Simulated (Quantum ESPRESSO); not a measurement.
# HfB (Fm-3m) in Quantum ESPRESSO: settings compared

The runs below take HfB through phonon dispersion, phonons, with LDA, PBE, PBEsol.

Everything below comes from runs of Quantum ESPRESSO 7.5. Logs are shortened: lines on timing, memory, paths and dates and some standing lists are left out, and cuts for length are marked.

### Step 1. Starting point

Symmetry: Fm-3m, No. 225, cubic system. The conventional cell has a = 4.620 Å, b = 4.620 Å, c = 4.620 Å, α = 90.00°, β = 90.00°, γ = 90.00°. Hf (site symmetry m-3m) has 6 B at 2.31 Å as nearest neighbours. Around B (site symmetry m-3m) lie 6 Hf at 2.31 Å.

### Step 2. Phonon dispersion, LDA

Contents of pw.in:

```
&CONTROL
  calculation = 'scf'
  prefix = 'pwscf'
  outdir = './tmp'
  pseudo_dir = './pseudo'
  tprnfor = .true.
  tstress = .true.
  disk_io = 'low'
/
&SYSTEM
  ibrav = 0
  nat = 2
  ntyp = 2
  ecutwfc = 45
  ecutrho = 360
  nbnd = 13
  occupations = 'smearing'
  smearing = 'mv'
  degauss = 0.01469973
/
&ELECTRONS
  conv_thr = 4d-10
  electron_maxstep = 120
  mixing_beta = 0.5
/
ATOMIC_SPECIES
Hf   178.4900 hf_lda_v1.uspp.F.UPF
B     10.8100 b_lda_v1.4.uspp.F.UPF
CELL_PARAMETERS bohr
   0.0000000000    4.3652673479    4.3652673479
   4.3652673479    0.0000000000    4.3652673479
   4.3652673479    4.3652673479    0.0000000000
ATOMIC_POSITIONS bohr
Hf     4.3652673479    4.3652673479    4.3652673479
B      0.0000000000    0.0000000000    0.0000000000
K_POINTS automatic
8 8 8 0 0 0
```

Contents of relax.in:

```
&CONTROL
  calculation = 'vc-relax'
  prefix = 'pwscf'
  outdir = './tmp'
  pseudo_dir = './pseudo'
  tprnfor = .true.
  tstress = .true.
  disk_io = 'low'
  nstep = 40
  forc_conv_thr = 0.0001
  etot_conv_thr = 1d-06
/
&SYSTEM
  ibrav = 0
  nat = 2
  ntyp = 2
  ecutwfc = 45
  ecutrho = 360
  nbnd = 13
  occupations = 'smearing'
  smearing = 'mv'
  degauss = 0.01469973
/
&ELECTRONS
  conv_thr = 4d-10
  electron_maxstep = 120
  mixing_beta = 0.5
/
&IONS
  ion_dynamics = 'bfgs'
/
&CELL
  cell_dynamics = 'bfgs'
  press = 0
  press_conv_thr = 0.2
/
ATOMIC_SPECIES
Hf   178.4900 hf_lda_v1.uspp.F.UPF
B     10.8100 b_lda_v1.4.uspp.F.UPF
CELL_PARAMETERS bohr
   0.0000000000    4.3652673479    4.3652673479
   4.3652673479    0.0000000000    4.3652673479
   4.3652673479    4.3652673479    0.0000000000
ATOMIC_POSITIONS bohr
Hf     4.3652673479    4.3652673479    4.3652673479
B      0.0000000000    0.0000000000    0.0000000000
K_POINTS automatic
8 8 8 0 0 0
```

Contents of scf2.in:

```
&CONTROL
  calculation = 'scf'
  prefix = 'pwscf'
  outdir = './tmp'
  pseudo_dir = './pseudo'
  tprnfor = .true.
  tstress = .true.
  disk_io = 'low'
/
&SYSTEM
  ibrav = 0
  nat = 2
  ntyp = 2
  ecutwfc = 45
  ecutrho = 360
  nbnd = 13
  occupations = 'smearing'
  smearing = 'mv'
  degauss = 0.01469973
/
&ELECTRONS
  conv_thr = 1d-13
  electron_maxstep = 120
  mixing_beta = 0.5
  startingpot = 'file'
  startingwfc = 'file'
/
ATOMIC_SPECIES
Hf   178.4900 hf_lda_v1.uspp.F.UPF
B     10.8100 b_lda_v1.4.uspp.F.UPF
CELL_PARAMETERS bohr
   0.0000000000    4.4945448103    4.4945448103
   4.4945448103    0.0000000000    4.4945448103
   4.4945448103    4.4945448103    0.0000000000
ATOMIC_POSITIONS bohr
Hf     4.4945448103    4.4945448103    4.4945448103
B      0.0000000000    0.0000000000    0.0000000000
K_POINTS automatic
8 8 8 0 0 0
```

Contents of ph.in:

```
phonon_bands of HfB
&INPUTPH
  prefix = 'pwscf'
  outdir = './tmp'
  tr2_ph = 1d-18
  fildyn = 'dyn'
  niter_ph = 90
  alpha_mix(1) = 0.4
  ldisp = .true.
  nq1 = 2
  nq2 = 2
  nq3 = 2
/
```

Contents of q2r.in:

```
&INPUT
  fildyn = 'dyn'
  zasr = 'crystal'
  flfrc = 'fc'
/
```

Contents of matdyn.in:

```
&INPUT
  asr = 'crystal'
  flfrc = 'fc'
  flfrq = 'freq'
  q_in_cryst_coord = .true.
  flvec = ' '
/
80
 0.0000000000  0.0000000000  0.0000000000
 0.0454545455  0.0000000000  0.0454545455
 0.0909090909  0.0000000000  0.0909090909
 0.1363636364  0.0000000000  0.1363636364
 0.1818181818  0.0000000000  0.1818181818
 0.2272727273  0.0000000000  0.2272727273
 0.2727272727  0.0000000000  0.2727272727
 0.3181818182  0.0000000000  0.3181818182
 0.3636363636  0.0000000000  0.3636363636
 0.4090909091  0.0000000000  0.4090909091
 0.4545454545  0.0000000000  0.4545454545
 0.5000000000  0.0000000000  0.5000000000
 0.5000000000  0.0500000000  0.5500000000
 0.5000000000  0.1000000000  0.6000000000
 0.5000000000  0.1500000000  0.6500000000
 0.5000000000  0.2000000000  0.7000000000
 0.5000000000  0.2500000000  0.7500000000
 0.4687500000  0.2812500000  0.7500000000
 0.4375000000  0.3125000000  0.7500000000
 0.4062500000  0.3437500000  0.7500000000
 0.3750000000  0.3750000000  0.7500000000
 0.3461538462  0.3461538462  0.6923076923
 0.3173076923  0.3173076923  0.6346153846
 0.2884615385  0.2884615385  0.5769230769
 0.2596153846  0.2596153846  0.5192307692
 0.2307692308  0.2307692308  0.4615384615
 0.2019230769  0.2019230769  0.4038461538
 0.1730769231  0.1730769231  0.3461538462
 0.1442307692  0.1442307692  0.2884615385
 0.1153846154  0.1153846154  0.2307692308
 0.0865384615  0.0865384615  0.1730769231
 0.0576923077  0.0576923077  0.1153846154
 0.0288461538  0.0288461538  0.0576923077
 0.0000000000  0.0000000000  0.0000000000
 0.0454545455  0.0454545455  0.0454545455
 0.0909090909  0.0909090909  0.0909090909
 0.1363636364  0.1363636364  0.1363636364
 0.1818181818  0.1818181818  0.1818181818
 0.2272727273  0.2272727273  0.2272727273
 0.2727272727  0.2727272727  0.2727272727
 0.3181818182  0.3181818182  0.3181818182
 0.3636363636  0.3636363636  0.3636363636
 0.4090909091  0.4090909091  0.4090909091
 0.4545454545  0.4545454545  0.4545454545
 0.5000000000  0.5000000000  0.5000000000
 0.5178571429  0.4642857143  0.5178571429
 0.5357142857  0.4285714286  0.5357142857
 0.5535714286  0.3928571429  0.5535714286
 0.5714285714  0.3571428571  0.5714285714
 0.5892857143  0.3214285714  0.5892857143
 0.6071428571  0.2857142857  0.6071428571
 0.6250000000  0.2500000000  0.6250000000
 0.5937500000  0.2500000000  0.6562500000
 0.5625000000  0.2500000000  0.6875000000
 0.5312500000  0.2500000000  0.7187500000
 0.5000000000  0.2500000000  0.7500000000
 0.5000000000  0.2750000000  0.7250000000
 0.5000000000  0.3000000000  0.7000000000
 0.5000000000  0.3250000000  0.6750000000
 0.5000000000  0.3500000000  0.6500000000
 0.5000000000  0.3750000000  0.6250000000
 0.5000000000  0.4000000000  0.6000000000
 0.5000000000  0.4250000000  0.5750000000
 0.5000000000  0.4500000000  0.5500000000
 0.5000000000  0.4750000000  0.5250000000
 0.5000000000  0.5000000000  0.5000000000
 0.4861111111  0.4861111111  0.5277777778
 0.4722222222  0.4722222222  0.5555555556
 0.4583333333  0.4583333333  0.5833333333
 0.4444444444  0.4444444444  0.6111111111
 0.4305555556  0.4305555556  0.6388888889
 0.4166666667  0.4166666667  0.6666666667
 0.4027777778  0.4027777778  0.6944444444
 0.3888888889  0.3888888889  0.7222222222
 0.3750000000  0.3750000000  0.7500000000
 0.6250000000  0.2500000000  0.6250000000
 0.5937500000  0.1875000000  0.5937500000
 0.5625000000  0.1250000000  0.5625000000
 0.5312500000  0.0625000000  0.5312500000
 0.5000000000  0.0000000000  0.5000000000
```

Contents of matdyn_dos.in:

```
&INPUT
  asr = 'crystal'
  flfrc = 'fc'
  dos = .true.
  fldos = 'phdos'
  nk1 = 12
  nk2 = 12
  nk3 = 12
  deltaE = 1
  flvec = ' '
  flfrq = ' '
/
```

Contents of matdyn_mesh.in:

```
&INPUT
  asr = 'crystal'
  flfrc = 'fc'
  flfrq = 'mesh'
  q_in_cryst_coord = .true.
  flvec = ' '
/
1000
 0.05000000  0.05000000  0.05000000
 0.05000000  0.05000000  0.15000000
 0.05000000  0.05000000  0.25000000
[... 997 further points of the even 10 x 10 x 10 mesh, shifted by half a step ...]
```

Potentials or basis: GBRV 1.5 LDA.

The run is started by

```bash
OMP_NUM_THREADS=1 pw.x -in pw.in > pw.out
OMP_NUM_THREADS=1 pw.x -in relax.in > relax.out
OMP_NUM_THREADS=1 pw.x -in scf2.in > scf2.out
OMP_NUM_THREADS=1 ph.x -in ph.in > ph.out
OMP_NUM_THREADS=1 q2r.x -in q2r.in > q2r.out
OMP_NUM_THREADS=1 matdyn.x -in matdyn.in > matdyn.out
OMP_NUM_THREADS=1 matdyn.x -in matdyn_dos.in > matdyn_dos.out
OMP_NUM_THREADS=1 matdyn.x -in matdyn_mesh.in > matdyn_mesh.out
```

pw.out:

```text
This program is part of the open-source Quantum ESPRESSO suite
     for quantum simulation of materials; please cite
[... 9 lines left out ...]
     --------------------
     sticks:   dense  smooth     PW     G-vecs:    dense   smooth      PW
     Sum         955     475    151                19195     6855    1243

     Using Slab Decomposition

     bravais-lattice index     =            0
     lattice parameter (alat)  =       6.1734  a.u.
     unit-cell volume          =     166.3652 (a.u.)^3
     number of atoms/cell      =            2
     number of atomic types    =            2
     number of electrons       =        15.00
     number of Kohn-Sham states=           13
     kinetic-energy cutoff     =      45.0000  Ry
     charge density cutoff     =     360.0000  Ry
     scf convergence threshold =      4.0E-10
     mixing beta               =       0.5000
     number of iterations used =            8  plain     mixing
     Exchange-correlation=  SLA  PZ   NOGX NOGC
                           (   1   1   0   0   0   0   0)

     celldm(1)=   6.173420  celldm(2)=   0.000000  celldm(3)=   0.000000
     celldm(4)=   0.000000  celldm(5)=   0.000000  celldm(6)=   0.000000

     crystal axes: (cart. coord. in units of alat)
               a(1) = (   0.000000   0.707107   0.707107 )
               a(2) = (   0.707107   0.000000   0.707107 )
               a(3) = (   0.707107   0.707107   0.000000 )

     reciprocal axes: (cart. coord. in units 2 pi/alat)
               b(1) = ( -0.707107  0.707107  0.707107 )
               b(2) = (  0.707107 -0.707107  0.707107 )
               b(3) = (  0.707107  0.707107 -0.707107 )

     PseudoPot. # 1 for Hf read from file:
     hf_lda_v1.uspp.F.UPF
     Pseudo is Ultrasoft + core correction, Zval = 12.0
     Generated by new atomic code, or converted to UPF format
     Using radial grid of  921 points,  8 beta functions with:
                l(1) =   0
                l(2) =   0
                l(3) =   0
                l(4) =   1
                l(5) =   1
                l(6) =   2
                l(7) =   2
                l(8) =   3
     Q(r) pseudized with  6 coefficients,  rinner =    1.200   1.200   1.200
                                                       1.200   1.200   1.200
                                                       1.200

     PseudoPot. # 2 for B  read from file:
     b_lda_v1.4.uspp.F.UPF
     Pseudo is Ultrasoft + core correction, Zval =  3.0
     Generated by new atomic code, or converted to UPF format
     Using radial grid of  781 points,  4 beta functions with:
                l(1) =   0
                l(2) =   0
                l(3) =   1
                l(4) =   1
     Q(r) pseudized with  8 coefficients,  rinner =    1.100   1.100   1.100

     atomic species   valence    mass     pseudopotential
     Hf               12.00   178.49000     Hf( 1.00)
     B                 3.00    10.81000     B ( 1.00)

     48 Sym. Ops., with inversion, found

   Cartesian axes

     site n.     atom                  positions (alat units)
         1        Hf     tau(   1) = (   0.7071068   0.7071068   0.7071068  )
         2        B      tau(   2) = (   0.0000000   0.0000000   0.0000000  )

     number of k points=    29  Marzari-Vanderbilt smearing, width (Ry)=  0.0147
                       cart. coord. in units 2pi/alat
        k(    1) = (   0.0000000   0.0000000   0.0000000), wk =   0.0039062
        k(    2) = (   0.0883883   0.0883883  -0.0883883), wk =   0.0312500
        k(    3) = (   0.1767767   0.1767767  -0.1767767), wk =   0.0312500
        k(    4) = (   0.2651650   0.2651650  -0.2651650), wk =   0.0312500
        k(    5) = (  -0.3535534  -0.3535534   0.3535534), wk =   0.0156250
        k(    6) = (   0.1767767   0.0000000   0.0000000), wk =   0.0234375
[... 21 lines left out ...]
        k(   28) = (  -0.7071068   0.1767767  -0.0000000), wk =   0.0468750
        k(   29) = (  -0.7071068   0.3535534   0.0000000), wk =   0.0234375

     Dense  grid:    19195 G-vectors     FFT dimensions: (  40,  40,  40)

     Smooth grid:     6855 G-vectors     FFT dimensions: (  27,  27,  27)

     Initial potential from superposition of free atoms

     starting charge      12.9998, renormalised to      15.0000

     negative rho (up, down):  1.242E-01 0.000E+00
     Starting wfcs are   17 randomized atomic wfcs

     Self-consistent Calculation

     iteration #  1     ecut=    45.00 Ry     beta= 0.50
     Davidson diagonalization with overlap
     ethr =  1.00E-02,  avg # of iterations =  2.4

     negative rho (up, down):  1.127E-01 0.000E+00

     total energy              =    -164.46540525 Ry
     estimated scf accuracy    <       2.58165065 Ry

     iteration #  2     ecut=    45.00 Ry     beta= 0.50
     Davidson diagonalization with overlap
     ethr =  1.00E-02,  avg # of iterations =  2.1
[... 69 lines left out ...]
     iteration # 10     ecut=    45.00 Ry     beta= 0.50
     Davidson diagonalization with overlap
     ethr =  1.03E-11,  avg # of iterations =  2.0

     negative rho (up, down):  1.138E-01 0.000E+00

     End of self-consistent calculation

          k = 0.0000 0.0000 0.0000 (   869 PWs)   bands (ev):

   -45.0272 -13.5699 -13.5699 -13.5699   5.2135  16.8032  16.8032  16.8032
    18.6393  18.6393  18.6393  18.8545  18.8545

          k = 0.0884 0.0884-0.0884 (   869 PWs)   bands (ev):

   -45.0205 -13.6846 -13.5816 -13.5816   5.6599  15.5703  16.1668  16.1668
    17.6015  17.6015  19.2205  21.4254  21.4254
[... 83 lines left out ...]
   -44.9678 -14.1972 -13.8658 -13.8060   8.3237  13.2339  13.5986  16.1241
    17.0716  21.8398  22.4893  22.5359  25.0969

          k = 0.0000-0.5303 0.5303 (   834 PWs)   bands (ev):

   -44.9669 -14.1288 -13.9930 -13.7689   8.9395  12.5341  13.5439  14.9613
    17.7504  21.4401  22.6138  24.6517  24.6575

          k =-0.7071 0.0000 0.0000 (   846 PWs)   bands (ev):

   -44.9655 -14.2432 -13.8324 -13.8324   8.0549  13.5391  13.8392  17.0775
    17.0775  20.8805  22.4806  22.4806  23.9977

          k = 0.3536 0.1768 0.0000 (   849 PWs)   bands (ev):

   -44.9920 -14.0067 -13.7527 -13.6526   7.7110  12.6539  14.1099  14.8092
    17.5832  20.6619  21.6734  22.6882  26.6116

          k =-0.2652-0.4419 0.6187 (   850 PWs)   bands (ev):
[... 16 lines left out ...]
   -44.9678 -14.1275 -13.9583 -13.7887   9.0995  12.4251  13.4746  14.3528
    18.7332  21.0538  22.3448  23.7852  25.9756

          k = 0.0000-0.3536 0.5303 (   850 PWs)   bands (ev):

   -44.9701 -14.0930 -13.9924 -13.7469   9.4539  11.7760  13.4084  14.1109
    19.8761  19.9938  22.5452  23.7389  26.8477

          k =-0.7071 0.1768-0.0000 (   848 PWs)   bands (ev):

   -44.9655 -14.1846 -13.8943 -13.8351   8.5102  13.3957  13.6620  14.9752
    18.0427  21.9645  22.2244  22.4885  24.9827

          k =-0.7071 0.3536 0.0000 (   848 PWs)   bands (ev):

   -44.9655 -14.0411 -14.0411 -13.8378   9.1504  13.3636  13.3925  13.3925
    20.1475  20.1475  22.4965  22.6334  25.9028

     the Fermi energy is    14.7311 ev

!    total energy              =    -165.01292038 Ry
     estimated scf accuracy    <          7.7E-11 Ry
     smearing contrib. (-TS)   =      -0.00028471 Ry
     internal energy E=F+TS    =    -165.01263566 Ry

     The total energy is F=E-TS. E is the sum of the following terms:
     one-electron contribution =     -10.03746161 Ry
     hartree contribution      =      12.84033147 Ry
     xc contribution           =     -78.48023658 Ry
     ewald contribution        =     -89.33526894 Ry

     convergence has been achieved in  10 iterations

     negative rho (up, down):  1.138E-01 0.000E+00

     Forces acting on atoms (cartesian axes, Ry/au):

     atom    1 type  1   force =     0.00000000    0.00000000   -0.00000000
     atom    2 type  2   force =     0.00000000   -0.00000000   -0.00000000

     Total force =     0.000000     Total SCF correction =     0.000000

     Computing stress (Cartesian axis) and pressure

     negative rho (up, down):  1.138E-01 0.000E+00
          total   stress  (Ry/bohr**3)                   (kbar)     P=      200.89
   0.00136564   0.00000000   0.00000000          200.89        0.00        0.00
   0.00000000   0.00136564   0.00000000            0.00      200.89        0.00
   0.00000000   0.00000000   0.00136564            0.00        0.00      200.89

=------------------------------------------------------------------------------=
   JOB DONE.
=------------------------------------------------------------------------------=
```

Run time: 12 min. Hardware: 1 thread of Intel Xeon Platinum 8259CL at 2.50GHz (Skylake/Cascade Lake), shared host; peak memory 0.19 GiB.

Results:

```
Free energy                            : -2245.2526 eV
Relaxed volume                         : 13.45 Å³/atom
Relaxed cell                           : a = 3.364 Å, b = 3.364 Å, c = 3.364 Å, α = 60.00°, β = 60.00°, γ = 60.00°
Space group after relaxing (to 0.05 Å) : Fm-3m (No. 225)
Pressure after relaxing                : 0.2 GPa
Band gap on the k mesh                 : none (metal or under the smearing width)
Highest phonon frequency               : 575 cm⁻¹
Zero-point energy                      : 0.058 eV/atom
```

The path:
```
step  energy change (eV)  largest force (eV/Å)  pressure (GPa)  volume (Å³)
   1              0.0000                0.0000           20.09        24.65
   2             -0.1293                0.0000           -2.49        27.26
   3             -0.1321                0.0000           -0.30        26.95
   4             -0.1321                0.0000            0.01        26.91
   5             -0.1321                0.0000            0.00        26.91
```

Final structure:
```
CELL_PARAMETERS angstrom
0.00000 2.37841 2.37841
2.37841 0.00000 2.37841
2.37841 2.37841 0.00000
ATOMIC_POSITIONS crystal
Hf 0.50000 0.50000 0.50000
B 0.00000 0.00000 0.00000
```

Phonon frequencies in cm⁻¹ (negative: imaginary):
| q point | frequencies |
| --- | --- |
| (0.000, 0.000, 0.000) | 0 0 0 466 466 466 |
| (0.318, 0.000, 0.318) | 95 95 158 484 484 531 |
| (0.500, 0.150, 0.650) | 125 134 152 492 512 555 |
| (0.346, 0.346, 0.692) | 140 142 142 486 504 534 |
| (0.144, 0.144, 0.288) | 68 109 111 463 469 481 |
| (0.091, 0.091, 0.091) | 41 41 42 465 465 469 |
| (0.409, 0.409, 0.409) | 137 143 143 458 458 497 |
| (0.589, 0.321, 0.589) | 139 142 144 482 499 526 |
| (0.500, 0.275, 0.725) | 139 139 145 484 529 530 |
| (0.500, 0.450, 0.550) | 141 148 148 461 465 502 |
| (0.431, 0.431, 0.639) | 140 144 145 474 490 515 |
| (0.562, 0.125, 0.562) | 120 120 158 500 504 567 |

Phonon frequencies at the corners of the path (cm⁻¹, interpolated; i marks imaginary ones):
| point | frequencies |
| --- | --- |
| Γ | 0 0 0 466 466 466 |
| X | 114 114 161 504 504 575 |
| W | 139 139 145 485 531 531 |
| K | 134 135 148 491 505 546 |
| L | 142 149 149 458 458 500 |
| U | 134 135 148 491 505 546 |

Phonon states per cell in windows of 50 cm⁻¹ (negative: imaginary):
| from (cm⁻¹) | total | Hf | B |
| --- | --- | --- | --- |
| 0 | 0.03 | 0.02 | 0.00 |
| 50 | 0.32 | 0.31 | 0.01 |
| 100 | 2.26 | 2.22 | 0.04 |
| 150 | 0.38 | 0.38 | 0.00 |
| 200 | 0.00 | 0.00 | 0.00 |
| 250 | 0.00 | 0.00 | 0.00 |
| 300 | 0.00 | 0.00 | 0.00 |
| 350 | 0.00 | 0.00 | 0.00 |
| 400 | 0.00 | 0.00 | 0.00 |
| 450 | 1.92 | 0.04 | 1.88 |
| 500 | 0.99 | 0.02 | 0.97 |
| 550 | 0.08 | 0.00 | 0.08 |

Harmonic thermodynamics per atom at this volume (zero-point energy 57.8 meV, Debye temperature from the second moment 671 K):
```
 T (K)  free energy (meV)  entropy (k_B)  heat capacity Cv (k_B)
    50               57.5           0.22                    0.55
   100               55.3           0.83                    1.20
   200               43.3           1.92                    1.97
298.15               23.3           2.79                    2.41
   500              -37.8           4.14                    2.75
   800             -163.2           5.47                    2.90
```

Caveat: the mesh is thin for the phonons of a metal; the q mesh is small, so phonon branches between its points and thermal values are rough. Spin-orbit coupling is left out, which matters for the levels of Hf.

(Part 1 of 4 ends here.)
